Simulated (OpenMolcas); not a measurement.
# Zn: RASSCF and RASPT2 terms and fine-structure levels

Aim: the low terms and levels of Zn, with their order and spacing, then second-order correlation under several settings.

Method: state-averaged RASSCF and RASPT2, spin-orbit coupling by RASSI with atomic mean-field integrals. Code: OpenMolcas 26.06.

## Step 1: Starting point

* Species: Zn (zinc, Z = 30, 30 electrons)
* Basis: ANO-RCC [10s9p8d6f4g2h], 177 functions
* Scalar Hamiltonian: DKH2, point nucleus
* Inactive shells: 1s 2s 2p 3s 3p 3d
* Active space: 2 electrons in 9 orbitals (RAS2 4s 4p; RAS3 4d, at most 2 electrons)
* Some configurations of this space: 4p2, 4s 4p, 4s2
* Orbitals: optimised for each spin and parity, averaged over the low roots

The outer shells:

4p2
```
4p [↑ ][↑ ][  ]
```

4s 4p
```
4s [↑ ]
4p [↑ ][  ][  ]
```

4s2
```
4s [↑↓]
```

The work runs as a chain of OpenMolcas steps in one folder; each step below is one input file. Labels, J, g values, rates, χT and fits are worked out afterwards by a script from the matrices that RASSI stores.

## Step 2: One- and two-electron integrals

a.inp

```
&GATEWAY
Coord
1

Zn 0.0 0.0 0.0
Basis=ANO-RCC
Group=XYZ
NoMove
AngMom=0.0 0.0 0.0
AMFI
&SEWARD
```

## Step 3: A small preliminary run for start orbitals

a.inp

```
&RASSCF
FileOrb=start.orb
Symmetry=1
Spin=3
nActEl=2 0 0
Inactive=8 6
Ras2=1 3
CIRoot=3 3 1
SDav=3
CIMx=300
Iter=120 100
PrWF=0.3
OrbListing=Nothing
MaxOrb=0
Atom
>>> COPY $Project.JobIph JOBPRE
```

## Step 4: Reference wave functions, triplets of even parity, 3 roots

a.inp

```
&RASSCF
FileOrb=start.orb
Symmetry=1
Spin=3
nActEl=2 0 2
Inactive=8 6
Ras2=1 3
Ras3=5 0
CIRoot=3 3 1
SDav=18
CIMx=300
Iter=120 100
PrWF=0.3
OrbListing=Nothing
MaxOrb=0
Thrs=2.0e-7 1.0e-1 5.0e-4
Atom
>>> COPY $Project.JobIph JOB001
```

## Step 5: Reference wave functions, singlets of even parity, 6 roots

a.inp

```
&RASSCF
FileOrb=start.orb
Symmetry=1
Spin=1
nActEl=2 0 2
Inactive=8 6
Ras2=1 3
Ras3=5 0
CIRoot=6 6 1
SDav=27
CIMx=300
Iter=120 100
PrWF=0.3
OrbListing=Nothing
MaxOrb=0
Thrs=2.0e-7 1.0e-1 5.0e-4
Atom
>>> COPY $Project.JobIph JOB002
```

## Step 6: RASSCF: triplets of odd parity, 3 roots

a.inp

```
&RASSCF
FileOrb=start.orb
Symmetry=2
Spin=3
nActEl=2 0 2
Inactive=8 6
Ras2=1 3
Ras3=5 0
CIRoot=3 3 1
SDav=18
CIMx=300
Iter=120 100
PrWF=0.3
OrbListing=Nothing
MaxOrb=0
Thrs=2.0e-7 1.0e-1 5.0e-4
Atom
>>> COPY $Project.JobIph JOB003
```

## Step 7: Reference wave functions, singlets of odd parity, 3 roots

Changes to a.inp since step 6:

```diff
@@ -3,3 +3,3 @@
 Symmetry=2
-Spin=3
+Spin=1
 nActEl=2 0 2
@@ -17,2 +17,2 @@
 Atom
->>> COPY $Project.JobIph JOB003
+>>> COPY $Project.JobIph JOB004
```

## Step 8: State interaction with spin-orbit coupling

a.inp

```
&RASSI
NrOfJobIphs=4 3 6 3 3
1 2 3
1 2 3 4 5 6
1 2 3
1 2 3
IphNames
JOB001
JOB002
JOB003
JOB004
EJob
SpinOrbit
DIPRint=1.0
SOCoupling=1000.0
Subsets=2
MEES
Property=10
'ANGMOM' 1 'ANGMOM' 2 'ANGMOM' 3 'MLTPL  1' 1 'MLTPL  1' 2 'MLTPL  1' 3
'AMFI' 1 'AMFI' 2 'AMFI' 3 'MLTPL  2' 6
SOProperty=3
'ANGMOM' 1 'ANGMOM' 2 'ANGMOM' 3
```

## Step 9: CASPT2: IPEA 0.25, imaginary shift 0.1 (closed shells correlated: 3d)

a.inp

```
>>> COPY JOB001 $Project.JobIph
&CASPT2
Multistate=3 1 2 3
Frozen=3 6
IPEA=0.25
Imaginary=0.1
MaxIter=60
WThr=0.0 0.3 0.05
PrWF=0.5
NoMix
>>> COPY JOB002 $Project.JobIph
&CASPT2
Multistate=6 1 2 3 4 5 6
Frozen=3 6
IPEA=0.25
Imaginary=0.1
MaxIter=60
WThr=0.0 0.3 0.05
PrWF=0.5
NoMix
>>> COPY JOB003 $Project.JobIph
&CASPT2
Multistate=3 1 2 3
Frozen=3 6
IPEA=0.25
Imaginary=0.1
MaxIter=60
WThr=0.0 0.3 0.05
PrWF=0.5
NoMix
>>> COPY JOB004 $Project.JobIph
&CASPT2
Multistate=3 1 2 3
Frozen=3 6
IPEA=0.25
Imaginary=0.1
MaxIter=60
WThr=0.0 0.3 0.05
PrWF=0.5
NoMix
```

## Step 10: CASPT2: IPEA 0, imaginary shift 0.1 (closed shells correlated: 3d)

Changes to a.inp since step 9:

```diff
@@ -4,3 +4,3 @@
 Frozen=3 6
-IPEA=0.25
+IPEA=0.0
 Imaginary=0.1
@@ -14,3 +14,3 @@
 Frozen=3 6
-IPEA=0.25
+IPEA=0.0
 Imaginary=0.1
@@ -24,3 +24,3 @@
 Frozen=3 6
-IPEA=0.25
+IPEA=0.0
 Imaginary=0.1
@@ -34,3 +34,3 @@
 Frozen=3 6
-IPEA=0.25
+IPEA=0.0
 Imaginary=0.1
```

(Steps that only read results are left out.)

**Question.** What will these runs give? Wanted: lowest level; first excited level; strongest of the lines computed, by gA, at SS-RASPT2 energies.

As calculated:

```
                                                     quantity                                                                     value
                                                       method  SS-RASPT2, IPEA 0.25, imaginary shift 0.1 (closed shells correlated: 3d)
                                                 lowest level                                               4s2 1S0, 100 % of that term
                                  ground level listed by NIST                                                                       1S0
                                          first excited level                                                 4s 4p 3P* 0 at 31220 cm-1
strongest of the lines computed, by gA, at SS-RASPT2 energies                         4s 4p 1P* 1 → 4s2 1S0, 215.3 nm, A = 8.35e+08 s⁻¹
```

What each method costs and misses:

| method | time of its own steps | time with the reference | mean absolute difference from the measured levels (cm-1) |
| --- | --- | --- | --- |
| A. RASSCF | 1.9 min | 1.9 min | 5400 |
| B. SS-RASPT2, IPEA 0.25, imaginary shift 0.1, +3d | 49 s | 2.7 min | 930 |
| C. SS-RASPT2, IPEA 0, imaginary shift 0.1, +3d | 50 s | 2.7 min | 940 |

Times are of one thread on a shared host.

**Reading.** Method B lies closest to the measured levels (930 cm⁻¹ on average, level with C) and A farthest (5400). Only the configurations of the active space and the roots asked for are present. Not all states of the active space went into the spin-orbit step. CASPT2 does not keep the components of a term degenerate, and the means are used. The levels of the extra active shells were not computed. Levels of other configurations are missing from the list.
